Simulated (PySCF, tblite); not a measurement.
# C5H9PSi: geometry, infrared bands and NMR shifts

Wanted: the infrared bands and NMR shifts of C5H9PSi (`[SiH3]C1=CP1C1CC1`), by calculation.

Computed with tblite 0.8.0 and PySCF 2.14.0, with density-fitted response routines of our own, on a single molecule in the gas phase. Atoms are numbered from 0 throughout.

### Step 1. The molecule as given

16 atoms, charge 0, multiplicity 1; geometry from: force field or distance geometry start.

Bonds of the start (Å): Si0–C1 1.88, C1–C2 1.32, C2–P3 1.84, P3–C4 1.82, C4–C5 1.54, C5–C6 1.52, P3–C1 1.83, C6–C4 1.50, Si0–H7 1.49, Si0–H8 1.47, Si0–H9 1.47, C2–H10 1.11, C4–H11 1.13, C5–H12 1.10, C5–H13 1.10, C6–H14 1.09, C6–H15 1.13.

### Step 2. Geometry optimisation with GFN2-xTB

Job settings and geometry (Å):

```
{"job": {"kind": "relax", "xc": "GFN2-xTB", "basis": "xTB"}, "charge": 0, "multiplicity": 1}
Si     3.132000     0.446200     0.229900
C      1.517300    -0.496400     0.374700
C      0.768100    -1.422700    -0.201400
P      0.006500    -0.805700     1.356500
C     -1.540900     0.119300     1.119000
C     -2.388400    -0.432800    -0.037700
C     -1.812000     0.968400    -0.087400
H      4.018000     0.184600     1.398700
H      2.889300     1.894700     0.248900
H      3.897300     0.004600    -0.938700
H      0.571100    -2.126000    -1.036500
H     -2.178500     0.363400     2.014100
H     -1.897200    -1.112700    -0.743000
H     -3.448200    -0.571300     0.208200
H     -0.946300     1.225500    -0.700300
H     -2.595600     1.769900     0.051000
```

Launch:

```
> OMP_NUM_THREADS=1 python probes_run.py task.json out
```

One launch serves the whole session: the jobs run in the order shown.

**Question.** This job is followed by: GFN2-xTB harmonic vibrations, gas phase; GIAO PBE0/pcSseg-1 NMR shielding, non-relativistic, gas phase. What will the session give for the following? strongest single infrared mode (GFN2-xTB); zero-point energy (GFN2-xTB); 13C shifts against TMS (PBE0/pcSseg-1, means over atoms taken as alike); 1H shifts against TMS (PBE0/pcSseg-1, means over atoms taken as alike); 29Si shifts against TMS (PBE0/pcSseg-1); 31P shifts against H3PO4 (PBE0/pcSseg-1); surface potential, 1st and 99th percentile.

The runs gave:

```
                                                               quantity                              value
                              strongest single infrared mode (GFN2-xTB)              2247 cm⁻¹, 352 km/mol
                                           zero-point energy (GFN2-xTB)                      72.2 kcal/mol
13C shifts against TMS (PBE0/pcSseg-1, means over atoms taken as alike)        147.0, 131.5, 7.2, -2.0 ppm
 1H shifts against TMS (PBE0/pcSseg-1, means over atoms taken as alike)  8.94, 4.59, 0.26, 0.00, -0.37 ppm
                                29Si shifts against TMS (PBE0/pcSseg-1)                          -79.4 ppm
                               31P shifts against H3PO4 (PBE0/pcSseg-1)                         -214.4 ppm
                                  surface potential, 1st and 99th percentile                 -0.92 V and 1.20 V
```

Relaxing lowered the energy by 0.799 eV in 128 steps; the close pair that moved most is C6–H15, from 1.129 to 1.080 Å. All 42 modes are real, so the xTB geometry is a minimum. The strongest single mode, at 2247 cm⁻¹, moves mainly H9. Unscaled tight-binding wavenumbers are off by several per cent, some by more. Its intensities can rank the bands wrongly. At PBE0/pcSseg-1: The widest tensor belongs to P3: span 868 ppm, with a paramagnetic part of -431 ppm. At PBE0/pcSseg-1, counted by nearest atom on the grid, the HOMO lies on P3 46 %; C1, C2, C4 about 13 % each, the LUMO on C1, C2 about 31 % each; H10 9 %.
